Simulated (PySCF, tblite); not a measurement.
# C₇H₁₄GeO: geometry, infrared bands and NMR shifts

Wanted: the infrared bands and NMR shifts of C₇H₁₄GeO (`CC1=CC[C@H]([CH2][GeH3])OC1`), by calculation.

Computed with tblite 0.8.0 and PySCF 2.14.0, with density-fitted response routines of our own, on a single molecule in the gas phase. Atoms count from 0, in the outputs and in this text.

### Step 1. The starting structure

23 atoms, charge 0, multiplicity 1; geometry from: force field or distance geometry start.

Bonds of the start (Å): C0–C1 1.46, C1–C2 1.36, C2–C3 1.50, C3–C4 1.48, C4–C5 1.51, C5–Ge6 1.93, C4–O7 1.37, O7–C8 1.37, C8–C1 1.50, C0–H9 1.11, C0–H10 1.11, C0–H11 1.10, C2–H12 1.10, C3–H13 1.10, C3–H14 1.12, C4–H15 1.12, C5–H16 1.12, C5–H17 1.12, Ge6–H18 1.57, Ge6–H19 1.53, Ge6–H20 1.56, C8–H21 1.12, C8–H22 1.12.

### Step 2. Geometry optimisation with GFN2-xTB

What the job is given:

```
{"job": {"kind": "relax", "xc": "GFN2-xTB", "basis": "xTB"}, "charge": 0, "multiplicity": 1}
C     -3.224000     0.337200    -0.068700
C     -1.794900     0.049800    -0.054000
C     -1.221500    -0.860000     0.779100
C      0.259400    -1.035400     0.669900
C      0.720400    -0.928700    -0.728600
C      2.186500    -0.582200    -0.805600
Ge     2.667500     1.082200     0.038000
O      0.037100    -0.078600    -1.554900
C     -0.859800     0.775200    -0.977900
H     -3.863700    -0.571600    -0.064700
H     -3.486000     0.970300     0.809800
H     -3.474700     0.926800    -0.967400
H     -1.839400    -1.425800     1.491000
H      0.690800    -0.244100     1.301000
H      0.558000    -2.002400     1.141200
H      0.647800    -1.960500    -1.157900
H      2.528100    -0.515300    -1.865200
H      2.719800    -1.416700    -0.289900
H      4.121400     0.919700     0.611400
H      1.790400     1.475500     1.234400
H      2.649200     2.248400    -0.991300
H     -1.521400     1.305300    -1.702900
H     -0.295600     1.557600    -0.400200
```

Command:

```sh
$ OMP_NUM_THREADS=1 python probes_run.py task.json out
```

One launch serves the whole session: the jobs run in the order shown.

**Question.** This job is followed by: GFN2-xTB harmonic vibrations, gas phase; GIAO PBE0/pcSseg-1 NMR shielding, non-relativistic, gas phase. Predict these results of the whole session: strongest single infrared mode (GFN2-xTB); zero-point energy (GFN2-xTB); 13C shifts against TMS (PBE0/pcSseg-1); 1H shifts against TMS (PBE0/pcSseg-1, means over atoms taken as alike); 73Ge shifts against GeMe4 (PBE0/pcSseg-1); 17O shifts against H2O (PBE0/pcSseg-1).

**Answer**, as computed:

| quantity | value |
| --- | --- |
| strongest single infrared mode (GFN2-xTB) | 2109 cm⁻¹, 407 km/mol |
| zero-point energy (GFN2-xTB) | 116.9 kcal/mol |
| 13C shifts against TMS (PBE0/pcSseg-1) | 140.6, 127.2, 72.0, 71.5, 34.7, 21.8, 21.7 ppm |
| 1H shifts against TMS (PBE0/pcSseg-1, means over atoms taken as alike) | 5.90, 4.22, 4.12, 3.75, 3.49, 2.26, 1.92, 1.71, 1.69, 0.98 ppm |
| 73Ge shifts against GeMe4 (PBE0/pcSseg-1) | -259 ppm |
| 17O shifts against H2O (PBE0/pcSseg-1) | 66.8 ppm |

What this shows: The optimisation took 171 steps and gained 0.982 eV; among the close pairs (by a distance rule), Ge6–H20 changed most, from 1.556 to 1.488 Å. No mode is imaginary among the 63: a minimum at this level. The strongest single mode, at 2109 cm⁻¹, moves mainly H20. GFN2-xTB is a fitted tight-binding method: band positions and strengths are rough. Its intensities can rank the bands wrongly. The most deshielded hydrogen is H12 (hydrogen on an alkene CH), at 5.90 ppm: attached to an sp2 carbon and in the plane of the double bond. At PBE0/pcSseg-1: The largest span, 233 ppm, is at C1, where the paramagnetic term is -220 ppm. Spin-orbit coupling is left out, which matters for shieldings and couplings at and beside the heavy atoms.
